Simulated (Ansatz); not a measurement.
**C₃H₇Al: small, medium and large basis sets**

One table from this session's results is given with a row withheld; the runs are named, their logs left out.

Method: one geometry, several basis sets; program: Ansatz 0.2.0, Gaussian basis.

The runs, in order: PBE0-D4/def2-SVP; ωB97M-V/def2-SVP; PBE0-D4/def2-QZVPP; ωB97M-V/def2-QZVPP; the functionals' def2-TZVPP values are taken from earlier runs.

### The geometry

The geometry comes from an earlier relaxation with PBE0-D4 in a triple-zeta def2 set; it is a stationary point, not always the lowest conformer.

SMILES `C1[CH2][AlH][CH2]1`, 11 atoms, charge 0, spin multiplicity 1.

Atoms are counted from 1 here; the program's logs count them from 0.

Bond lengths: C1–C2 1.558 Å, C1–C4 1.558 Å, C1–H5 1.094 Å, C1–H6 1.095 Å, C2–Al3 1.955 Å, C2–H7 1.090 Å, C2–H8 1.096 Å, Al3–C4 1.955 Å, Al3–H9 1.594 Å, C4–H10 1.090 Å, C4–H11 1.096 Å. Angles: C2–C1–C4 106.6°, C2–C1–H5 109.0°, C2–C1–H6 112.7°, C4–C1–H5 109.0°, C4–C1–H6 112.7°, H5–C1–H6 106.7°, C1–C2–Al3 85.0°, C1–C2–H7 115.1°, C1–C2–H8 111.2°, Al3–C2–H7 125.1°, Al3–C2–H8 111.7°, H7–C2–H8 107.2°, C2–Al3–C4 79.4°, C2–Al3–H9 140.2°, C4–Al3–H9 140.2°, C1–C4–Al3 85.0°, C1–C4–H10 115.1°, C1–C4–H11 111.2° and more.

Geometry (Å):

```xyz
11
charge 0, multiplicity 1
C     0.19975    0.70350   -0.54273
C    -0.73488    0.72170    0.70406
Al   -0.02336   -1.06666    1.04872
C     0.58630   -0.78608   -0.78783
H     1.10540    1.27435   -0.31764
H    -0.25720    1.17174   -1.42063
H    -0.61157    1.58226    1.36210
H    -1.78965    0.68758    0.40818
H     0.07275   -2.14276    2.22140
H     1.60519   -0.94747   -1.14084
H    -0.08722   -1.25514   -1.51418
```

The first run:

File in.yaml:

```yaml
crystal:
  periodic: [false, false, false]
  atoms:
    - {symbol: C, position_ang: [0.199745, 0.703500, -0.542731]}
    - {symbol: C, position_ang: [-0.734879, 0.721697, 0.704061]}
    - {symbol: Al, position_ang: [-0.023359, -1.066664, 1.048719]}
    - {symbol: C, position_ang: [0.586299, -0.786083, -0.787828]}
    - {symbol: H, position_ang: [1.105398, 1.274348, -0.317639]}
    - {symbol: H, position_ang: [-0.257204, 1.171742, -1.420627]}
    - {symbol: H, position_ang: [-0.611571, 1.582263, 1.362095]}
    - {symbol: H, position_ang: [-1.789650, 0.687579, 0.408183]}
    - {symbol: H, position_ang: [0.072754, -2.142765, 2.221396]}
    - {symbol: H, position_ang: [1.605186, -0.947474, -1.140842]}
    - {symbol: H, position_ang: [-0.087217, -1.255142, -1.514185]}
basis:
  gaussian: {orbitals: def2-SVP}
hamiltonian: {xc: pbe0, dispersion: d4}
output: {orbitals: {seedname: orbitals}}
```

Started as:

```console
$ ansatz run in.yaml --threads 2 --pin off --events-out ev --progress --plain --max-ram 4352MiB
```

Steps of the session up to this table: PBE0-D4 in def2-SVP; ωB97M-V in def2-SVP; PBE0-D4 in def2-QZVPP; ωB97M-V in def2-QZVPP.

One of the session's tables, all rows but one given; the rest of the session is left out.

It belongs to the step «Functionals by basis». 

```
functional       basis  HOMO (eV)
   PBE0-D4    def2-SVP          ?
   PBE0-D4  def2-TZVPP      -7.03
   PBE0-D4  def2-QZVPP      -7.04
   ωB97M-V    def2-SVP      -9.18
   ωB97M-V  def2-TZVPP      -9.21
   ωB97M-V  def2-QZVPP      -9.21
```

**Question.** Estimate the row for PBE0-D4, def2-SVP.

The run gave: HOMO (eV): -7.02. In the column «HOMO (eV)» it is the highest.
